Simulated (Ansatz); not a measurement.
# CH3AlF2Se: the cost of one run

The runs use Ansatz 0.2.0, Gaussian basis; the settings change from run to run.

### Step 1. The relaxed structure

An earlier PBE0-D4 in a triple-zeta def2 set relaxation fixed the geometry.

SMILES `C[Se][Al]([F])[F]`, 8 atoms, charge 0, spin multiplicity 1.

Atoms are counted from 1 here; the program's logs count them from 0.

Bond lengths: C1–Se2 1.970 Å, C1–H6 1.087 Å, C1–H7 1.087 Å, C1–H8 1.087 Å, Se2–Al3 2.275 Å, Al3–F4 1.638 Å, Al3–F5 1.643 Å. Angles: Se2–C1–H6 107.8°, Se2–C1–H7 111.0°, Se2–C1–H8 107.6°, H6–C1–H7 110.1°, H6–C1–H8 110.3°, H7–C1–H8 110.0°, C1–Se2–Al3 97.6°, Se2–Al3–F4 121.3°, Se2–Al3–F5 120.0°, F4–Al3–F5 118.6°.

### Step 2. PBE-QIDH/cc-pVTZ

Options: atoms shaken by 0.08 Å, relativity set to none.

The input, in.yaml:

```yaml
crystal:
  periodic: [false, false, false]
  atoms:
    - {symbol: C, position_ang: [-0.636061, -0.126074, 1.312384]}
    - {symbol: Se, position_ang: [0.537779, -1.211736, 0.022249]}
    - {symbol: Al, position_ang: [0.622470, 0.184125, -1.544509]}
    - {symbol: F, position_ang: [1.482101, -0.231727, -2.935239]}
    - {symbol: F, position_ang: [0.048681, 1.578229, -1.410877]}
    - {symbol: H, position_ang: [-1.614422, -0.772723, 1.433804]}
    - {symbol: H, position_ang: [-0.819935, 0.618855, 0.957873]}
    - {symbol: H, position_ang: [-0.072329, -0.191897, 2.121534]}
basis:
  gaussian: {orbitals: cc-pVTZ}
hamiltonian: {xc: {name: PBE-QIDH}, pseudopotentials: {relativity: none}}
```

On the command line:

```bash
$ ansatz run in.yaml --threads 4 --pin off --events-out ev --progress --plain --max-ram 10444MiB
```

Q: Estimate wall time and peak memory on 4 threads of Arm Neoverse V1, shared host.

About 4.9 s, with a peak of 0.51 GiB.
